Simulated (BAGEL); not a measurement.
# GaH5Se (SMILES [GaH3-][SeH2+]): levels of theory compared

Aim: a comparison of 3 runs (HF/STO-3G, HF/3-21G, HF/cc-pVDZ) of GaH5Se. 

Program for the calculation: BAGEL 1.2.2.

**1. The system as given**

The species is GaH5Se (7 atoms), meant as a singlet with charge 0. As SMILES, `[GaH3-][SeH2+]`. The Se2–H7 distance was set to 2.203 Å, away from the relaxed value. At this shape a bond of the SMILES string is far longer than usual.

Bond lengths: Ga1–Se2 2.713 Å, Ga1–H3 1.575 Å, Ga1–H4 1.575 Å, Ga1–H5 1.574 Å, Se2–H6 1.469 Å. Angles: Ga1–Se2–H6 97.0°, Se2–Ga1–H3 94.5°, Se2–Ga1–H4 94.5°, Se2–Ga1–H5 98.0°, H3–Ga1–H4 118.9°, H3–Ga1–H5 119.1°, H4–Ga1–H5 119.1°.

**2. A single-point energy at HF/STO-3G (density fitting with qzvpp-jkfit) (run 1)**

The input, calc.json:

```json
{ "bagel" : [

{
  "title" : "molecule",
  "basis" : "sto-3g",
  "df_basis" : "qzvpp-jkfit",
  "angstrom" : true,
  "geometry" : [
    { "atom" : "Ga", "xyz" : [   -0.752597,   -1.338194,   -0.265731 ] },
    { "atom" : "Se", "xyz" : [    0.827803,   -0.081494,    1.546169 ] },
    { "atom" : "H", "xyz" : [   -0.315397,   -2.786494,    0.172569 ] },
    { "atom" : "H", "xyz" : [   -2.093597,   -0.741794,    0.305869 ] },
    { "atom" : "H", "xyz" : [   -0.131397,   -0.712994,   -1.570231 ] },
    { "atom" : "H", "xyz" : [    2.105403,   -0.316994,    0.861369 ] },
    { "atom" : "H", "xyz" : [    0.671800,    1.938300,    0.680800 ] }
  ]
},
{ "title" : "hf", "charge" : 0 },
{ "title" : "print", "file" : "orbitals.molden", "orbitals" : true }

]}
```

Started as:

```bash
$ BAGEL_NUM_THREADS=1 BAGEL calc.json > calc.out
```

The program printed:

```text
* using 1 threads per process

  ===============================================================
  ===============================================================

  *** Geometry ***

  { "atom" : "Ga", "xyz" : [     -1.422202,     -2.528820,     -0.502159 ] },
  { "atom" : "Se", "xyz" : [      1.564321,     -0.154001,      2.921836 ] },
  { "atom" : "H", "xyz" : [     -0.596014,     -5.265711,      0.326108 ] },
  { "atom" : "H", "xyz" : [     -3.956325,     -1.401788,      0.578009 ] },
  { "atom" : "H", "xyz" : [     -0.248304,     -1.347363,     -2.967307 ] },
  { "atom" : "H", "xyz" : [      3.978635,     -0.599032,      1.627752 ] },
  { "atom" : "H", "xyz" : [      1.269518,      3.662856,      1.286526 ] },

  Number of auxiliary basis functions:      622

  Since a DF basis is specified, we compute 2- and 3-index integrals:
    o Being stored without compression. Storage requirement is 0.008 GB

  Number of basis functions:       41
  Number of electrons      :       70

    * METHOD: MOLECULE                             0.31

  *** RHF ***

  === Nuclear Repulsion ===
   284.8930633837

      * DIIS with orbital gradients will be used.

  === RHF iteration (sto-3g) ===
      0      -4277.12376932          0.00584528           0.06
      1      -4277.15859770          0.00187054           0.06
      2      -4277.16233187          0.00071716           0.06
      3      -4277.16331027          0.00032580           0.06
      4      -4277.16373483          0.00016955           0.06
      5      -4277.16386966          0.00008173           0.06
      6      -4277.16390163          0.00002011           0.06
      7      -4277.16390304          0.00000784           0.06
      8      -4277.16390317          0.00000275           0.06
      9      -4277.16390319          0.00000134           0.06
     10      -4277.16390319          0.00000085           0.06
     11      -4277.16390319          0.00000061           0.06
     12      -4277.16390320          0.00000025           0.06
     13      -4277.16390320          0.00000006           0.06
     14      -4277.16390320          0.00000003           0.06
     15      -4277.16390320          0.00000001           0.06
     16      -4277.16390320          0.00000001           0.06
    * SCF iteration converged.

    * Permanent dipole moment:
           (   -1.299342,    -1.271639,    -0.546419) a.u.

    * METHOD: HF                                   1.16

    * METHOD: PRINT                                0.01

  ===============================================================
```

Run time: 1.6 s. Hardware: 1 thread of Arm Neoverse V1, shared host; peak memory 0.093 GiB.

**3. A single-point energy at HF/3-21G (density fitting with qzvpp-jkfit) (run 2)**

The input, input.json:

```json
{ "bagel" : [

{
  "title" : "molecule",
  "basis" : "3-21g",
  "df_basis" : "qzvpp-jkfit",
  "angstrom" : true,
  "geometry" : [
    { "atom" : "Ga", "xyz" : [   -0.752597,   -1.338194,   -0.265731 ] },
    { "atom" : "Se", "xyz" : [    0.827803,   -0.081494,    1.546169 ] },
    { "atom" : "H", "xyz" : [   -0.315397,   -2.786494,    0.172569 ] },
    { "atom" : "H", "xyz" : [   -2.093597,   -0.741794,    0.305869 ] },
    { "atom" : "H", "xyz" : [   -0.131397,   -0.712994,   -1.570231 ] },
    { "atom" : "H", "xyz" : [    2.105403,   -0.316994,    0.861369 ] },
    { "atom" : "H", "xyz" : [    0.671800,    1.938300,    0.680800 ] }
  ]
},
{ "title" : "hf" },
{ "title" : "print", "file" : "orbitals.molden", "orbitals" : true }

]}
```

Started as:

```bash
$ BAGEL_NUM_THREADS=1 BAGEL input.json > input.out
```

The program printed:

```text
* using 1 threads per process

  ===============================================================
  ===============================================================

  *** Geometry ***

  { "atom" : "Ga", "xyz" : [     -1.422202,     -2.528820,     -0.502159 ] },
  { "atom" : "Se", "xyz" : [      1.564321,     -0.154001,      2.921836 ] },
  { "atom" : "H", "xyz" : [     -0.596014,     -5.265711,      0.326108 ] },
  { "atom" : "H", "xyz" : [     -3.956325,     -1.401788,      0.578009 ] },
  { "atom" : "H", "xyz" : [     -0.248304,     -1.347363,     -2.967307 ] },
  { "atom" : "H", "xyz" : [      3.978635,     -0.599032,      1.627752 ] },
  { "atom" : "H", "xyz" : [      1.269518,      3.662856,      1.286526 ] },

  Number of auxiliary basis functions:      622

  Since a DF basis is specified, we compute 2- and 3-index integrals:
    o Being stored without compression. Storage requirement is 0.015 GB

  Number of basis functions:       54
  Number of electrons      :       70

    * METHOD: MOLECULE                             0.31

  *** RHF ***

  === Nuclear Repulsion ===
   284.8930633837

      * DIIS with orbital gradients will be used.

  === RHF iteration (3-21g) ===
      0      -4305.02538158          0.00715903           0.08
      1      -4305.05878855          0.00158156           0.08
      2      -4305.06115957          0.00044738           0.08
      3      -4305.06133376          0.00012957           0.08
      4      -4305.06134994          0.00003604           0.08
      5      -4305.06135201          0.00001309           0.08
      6      -4305.06135237          0.00000510           0.08
      7      -4305.06135243          0.00000102           0.08
      8      -4305.06135243          0.00000020           0.08
      9      -4305.06135243          0.00000006           0.08
     10      -4305.06135243          0.00000001           0.08
    * SCF iteration converged.

    * Permanent dipole moment:
           (   -0.964867,    -0.792554,    -0.407197) a.u.

    * METHOD: HF                                   1.08

    * METHOD: PRINT                                0.01

  ===============================================================
```

It took 1.5 s on 1 thread of Arm Neoverse V1, shared host; peak memory 0.11 GiB.

**4. A single-point energy at HF/cc-pVDZ (density fitting with qzvpp-jkfit) (run 3)**

The input, job.json:

```json
{ "bagel" : [

{
  "title" : "molecule",
  "basis" : "cc-pvdz.json",
  "df_basis" : "qzvpp-jkfit",
  "angstrom" : true,
  "geometry" : [
    { "atom" : "Ga", "xyz" : [   -0.752597,   -1.338194,   -0.265731 ] },
    { "atom" : "Se", "xyz" : [    0.827803,   -0.081494,    1.546169 ] },
    { "atom" : "H", "xyz" : [   -0.315397,   -2.786494,    0.172569 ] },
    { "atom" : "H", "xyz" : [   -2.093597,   -0.741794,    0.305869 ] },
    { "atom" : "H", "xyz" : [   -0.131397,   -0.712994,   -1.570231 ] },
    { "atom" : "H", "xyz" : [    2.105403,   -0.316994,    0.861369 ] },
    { "atom" : "H", "xyz" : [    0.671800,    1.938300,    0.680800 ] }
  ]
},
{
  "title" : "hf"
},
{
  "title" : "print",
  "file" : "orbitals.molden",
  "orbitals" : true
}

]}
```

The basis set cc-pVDZ is read from a file made from the Basis Set Exchange's data (not shown).

Started as:

```bash
$ BAGEL_NUM_THREADS=1 BAGEL job.json > job.out
```

The program printed:

```text
* using 1 threads per process

  ===============================================================
  ===============================================================

  *** Geometry ***

  { "atom" : "Ga", "xyz" : [     -1.422202,     -2.528820,     -0.502159 ] },
  { "atom" : "Se", "xyz" : [      1.564321,     -0.154001,      2.921836 ] },
  { "atom" : "H", "xyz" : [     -0.596014,     -5.265711,      0.326108 ] },
  { "atom" : "H", "xyz" : [     -3.956325,     -1.401788,      0.578009 ] },
  { "atom" : "H", "xyz" : [     -0.248304,     -1.347363,     -2.967307 ] },
  { "atom" : "H", "xyz" : [      3.978635,     -0.599032,      1.627752 ] },
  { "atom" : "H", "xyz" : [      1.269518,      3.662856,      1.286526 ] },

  Number of auxiliary basis functions:      622

  Since a DF basis is specified, we compute 2- and 3-index integrals:
    o Being stored without compression. Storage requirement is 0.031 GB

  Number of basis functions:       79
  Number of electrons      :       70

    * METHOD: MOLECULE                             0.41

  *** RHF ***

  === Nuclear Repulsion ===
   284.8930633837

      * DIIS with orbital gradients will be used.

  === RHF iteration (cc-pvdz.json) ===
      0      -4325.76011208          0.00661192           0.13
      1      -4325.80614158          0.00202095           0.12
      2      -4325.81025259          0.00066871           0.12
      3      -4325.81079785          0.00015256           0.13
      4      -4325.81082702          0.00005088           0.12
      5      -4325.81083296          0.00001789           0.12
      6      -4325.81083398          0.00000789           0.12
      7      -4325.81083423          0.00000342           0.12
      8      -4325.81083428          0.00000081           0.12
      9      -4325.81083429          0.00000028           0.12
     10      -4325.81083429          0.00000011           0.12
     11      -4325.81083429          0.00000004           0.12
     12      -4325.81083429          0.00000001           0.13
     13      -4325.81083429          0.00000001           0.13
    * SCF iteration converged.

    * Permanent dipole moment:
           (   -0.937288,    -0.721298,    -0.484609) a.u.

    * METHOD: HF                                   2.03

    * METHOD: PRINT                                0.02

  ===============================================================
```

Run time: 2.6 s. Hardware: 1 thread of Arm Neoverse V1, shared host; peak memory 0.15 GiB.

**5. All runs side by side**

| run | level | energy (Eh) | dipole moment (D) | HOMO energy (eV) | LUMO energy (eV) | wall time |
| --- | --- | --- | --- | --- | --- | --- |
| 1 | HF/STO-3G (density fitting with qzvpp-jkfit) | -4277.163903 | 4.83 | -5.73 | 2.12 | 1.6 s |
| 2 | HF/3-21G (density fitting with qzvpp-jkfit) | -4305.061352 | 3.34 | -10.75 | -0.76 | 1.5 s |
| 3 | HF/cc-pVDZ (density fitting with qzvpp-jkfit) | -4325.810834 | 3.25 | -10.81 | -0.88 | 2.6 s |

**6. Summary of results**

```
            quantity           value
 run 3: total energy  -4325.81083 Eh
run 3: dipole moment          3.25 D
  run 3: HOMO energy       -10.81 eV
  run 3: LUMO energy        -0.88 eV
run 3: HOMO–LUMO gap         9.93 eV
```

What this shows: The dipole moment (its size) runs from 3.25 D (HF/cc-pVDZ) to 4.83 D (HF/STO-3G). The HOMO–LUMO gap runs from 7.85 eV (HF/STO-3G) to 10.00 eV (HF/3-21G). In run 1 the basis is minimal, so the values are rough. In all runs a closed-shell determinant meets a far-stretched bond; if it breaks into open shells, such a determinant describes it badly, and no broken-symmetry solution was shown. All runs together took 5.7 s, the longest 2.6 s.
